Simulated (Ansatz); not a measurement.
# Rh: the cost of one run

Method: DFT r2SCAN, scalar-relativistic, plane waves, PAW, in Ansatz 0.2.0.

2 further runs of the same task are left out: 2 set aside as unsound or not needed. Runs told in other sessions of the task aren't counted.

## 1. The structure to begin with

The structure is cubic, space group Fm-3m (No. 225). Conventional cell: a = 3.800 Å, b = 3.800 Å, c = 3.800 Å, α = 90.00°, β = 90.00°, γ = 90.00°. Rh (site symmetry m-3m) is surrounded by 12 Rh at 2.69 Å.

Structure file:

```cif
data_structure
_symmetry_space_group_name_H-M 'Fm-3m'
_symmetry_Int_Tables_number 225
_cell_length_a 3.7999
_cell_length_b 3.7999
_cell_length_c 3.7999
_cell_angle_alpha 90.000
_cell_angle_beta 90.000
_cell_angle_gamma 90.000
_cell_volume 54.87
loop_
_atom_site_label
_atom_site_type_symbol
_atom_site_symmetry_multiplicity
_atom_site_Wyckoff_symbol
_atom_site_fract_x
_atom_site_fract_y
_atom_site_fract_z
_atom_site_occupancy
Rh1 Rh 4 a 0.00000 0.00000 0.00000 1
```

It is the result of an earlier relaxation at this level (volume 13.72 Å³/atom; gap on the mesh: none (metal)).

## 2. The undisturbed cell

Input file input.yaml:

```yaml
crystal:
  lattice:
    - [0.0, 1.8999513062, 1.8999513062]
    - [1.8999513062, 0.0, 1.8999513062]
    - [1.8999513062, 1.8999513062, 0.0]
  atoms:
    - { symbol: Rh, position: [0.0, 0.0, 0.0] }
basis:
  ecutwfc: 500
kpoints:
  mp_grid: { grid: [30, 30, 30] }
hamiltonian:
  xc: r2scan
scf:
  occupations: { method: gaussian, width: 0.15 }
output:
  forces: true
  stress: true
  eigenvalues: true
```

Launch:

```bash
$ ansatz run input.yaml --threads 1 --pin off --max-ram 2560MiB --backend cpu --events-out ev --progress --plain --runs-dir out
```

What time and memory should one allow on 1 thread of Intel Xeon at 2.50GHz (Skylake/Cascade Lake), shared host?

About 25 s, with a peak of 0.48 GiB.
